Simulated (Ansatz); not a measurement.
Runs of Ansatz 0.2.0 on Al3Au. The structure is tetragonal, space group I4/mmm (No. 139). Conventional cell: a = 4.051 Å, b = 4.051 Å, c = 8.113 Å, α = 90.00°, β = 90.00°, γ = 90.00°. Au (site symmetry 4/mmm) has 12 Al at 2.86 to 2.87 Å as nearest neighbours. Al (site symmetry 4/mmm) is surrounded by 4 Au at 2.86 Å and 8 Al at 2.87 Å. Al (site symmetry -4m2) has 8 Al at 2.86 to 2.87 Å and 4 Au at 2.87 Å as nearest neighbours. The cell comes from a database or a generator and needn't be the stable form of this composition.

```csv
level,cutoff (eV),gap on the mesh (eV),pressure (GPa)
LDA,420,none,(b)
PBEsol,420,none,-2.7
RPBE,420,none,2.3
r2SCAN,500,none,-2.7
BLYP,420,none,(a)
PBE,420,none,0.3
revPBE,420,none,1.8
```

Alike in all rows: task band structure; potentials or basis Ansatz PAW; no spin polarisation; cell as given; k mesh 5 × 5 × 5; smearing fermi-dirac 0.05 eV; the mesh is coarse, so values aren't converged.

Estimate the missing entries.

(a) 5.0; (b) -5.1.

Caveats: all runs use coarse meshes; spin-orbit coupling is left out, which moves the levels of the heavy elements; the PAW data sets come from PBE, with cores solved anew for the run's functional, which leaves a small shift of forces and pressure (some runs).

A k mesh can miss the band edges, and the runs leave out spin-orbit coupling on Au.

A gap of «none» marks a metal or a gap under the smearing width.
